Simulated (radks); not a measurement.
# Se⁺ in [Ar] 3d10 4s2 4p3: an all-electron calculation

The task here is to estimate one member of a computed series from the others.

Program: radks (a radial shooting solver on a logarithmic mesh, Libxc functionals) version 1. Level of theory: scalar-relativistic Kohn-Sham, PBE, spin-unpolarised, spherical densities, finite nucleus. These are calculated values, not measurements, unless marked.

## The atom as given

* element: selenium (Z = 34)
* charge: +1
* electrons: 33
* configuration: [Ar] 3d10 4s2 4p3
* nuclear rms radius: 4.14 fm

Outer shells as boxes (Hund's rule):

Se⁺
```
[Ar] core
3d [↑↓][↑↓][↑↓][↑↓][↑↓]
4s [↑↓]
4p [↑ ][↑ ][↑ ]
```

The first run:

Input:

```text
Z 34
configuration [Ar] 3d10 4s2 4p3 5s0 4d0 5p0 4f0
relativity scalar-relativistic
functional pbe,pbe
spin unpolarised
nucleus finite rms 4.14 fm
c 137.035999084
```

Command:

```bash
> python run_ks.py task.json out
```

This one command runs every case of the session in turn.

Steps of the session up to this table: Self-consistent calculation.

One of the session's tables, all rows but one given; the rest of the session is left out.

It belongs to the step «Radial structure». Sizes of the orbitals, from the radial functions (bohr):

```
level      <r>  outermost maximum (interpolated)  90 % within  nodes
   1s  0.04408                            0.0288       0.0788      0
   2s   0.1959                             0.164        0.303      1
   2p   0.1711                             0.132        0.279      0
   3s        ?                                 ?            ?      ?
   3p   0.5895                             0.500        0.902      1
   3d   0.6299                             0.453         1.05      0
   4s    1.745                              1.49         2.59      3
   4p    2.120                              1.75         3.22      2
```

Estimate the missing values for 3s.

As computed: <r>: 0.5740; outermost maximum (interpolated): 0.502; 90 % within: 0.856; nodes: 2. In the column «<r>» it lies between 2s (0.1959) and 3p (0.5895).

Limits of these values: Spin polarisation and multiplet splitting are left out.
